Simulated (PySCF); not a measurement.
# AsH₃: relaxation and vibrations of the singlet

Aim: relax AsH₃ as a singlet from a T-shaped start, check by its vibrations whether the end is a minimum, and collect its spectrum and constants.

Computed with PySCF 2.14.0. Level: PBE0, basis As def2-TZVP, H def2-TZVP, no relativity, density fitting.

## 1. The system as given

4 atoms, charge 0, spin multiplicity 1.

Bond lengths: As1–H2 1.530 Å, As1–H3 1.530 Å, As1–H4 1.530 Å. Angles: H2–As1–H3 88.0°, H2–As1–H4 88.0°, H3–As1–H4 176.0°.

```xyz
4
charge 0 multiplicity 1
As    0.0000    0.0000    0.0000
H     0.0000    0.0000    1.5300
H     1.5291    0.0000    0.0534
H    -1.5291    0.0000    0.0534
```

## 2. Finding the electronic state

One driver script runs all steps and calls PySCF; scf.py shows how it sets up the SCF of each step. The optimiser is the driver's own. After this first run the driver tries any further starts and a stability analysis.

scf.py reads:

```python
from pyscf import gto, scf, dft
mol = gto.M(atom='''
As     0.000000     0.000000     0.000000
H      0.000000     0.000000     1.530000
H      1.529100     0.000000     0.053400
H     -1.529100     0.000000     0.053400''',
    basis={'As': 'def2-TZVP', 'H': 'def2-TZVP'},
    charge=0, spin=0)
mf = dft.RKS(mol, xc='PBE0')
mf.grids.atom_grid = (50, 194)
aux = {'As': 'def2-universal-JKFIT', 'H': 'def2-universal-JKFIT'}
mf = mf.density_fit(auxbasis=aux)
mf.conv_tol = 1e-08
mf.diis_space = 10
mf.max_cycle = 60
mf.init_guess = 'minao'
mf.verbose = 4
mf.kernel()
```

Run with:

```sh
OMP_NUM_THREADS=2 python axn.py task.json out
```

After this run come: Relaxing the singlet from the T-shaped start; Hessian and properties; Leaving the saddle point; Hessian and properties.

Q: Predict the outcome of this session. Wanted: minimum; geometry; wavenumbers; dipole moment; highest occupied, lowest empty level; polar-tensor charge of As1; zero-point energy; atomisation energy.

The runs gave:

| quantity | value |
| --- | --- |
| minimum | singlet, C3v |
| geometry | As–H 1.522 Å (×3); H–As–H 92.0° (×3) |
| wavenumbers (cm⁻¹) | 922 (a1), 1018 (e), 2215 (a1), 2229 (e) |
| dipole moment | 0.34 D |
| highest occupied, lowest empty level | -7.81, 0.68 eV |
| polar-tensor charge of As1 | +0.39 e |
| zero-point energy | 57.6 kJ/mol |
| entropy at 298.15 K | 222.9 J/(mol K) |
| atomisation energy (no zero-point energy) | 900 kJ/mol |

What this shows: From C2v at the start the molecule goes to a C3v minimum, after a stop at a saddle point 163.8 kJ/mol higher, from which it was pushed off along an imaginary mode. The strongest infrared band lies at 2229 cm⁻¹ (e, stretch). Only this shape and spin were tried, so other structures or states may lie lower.
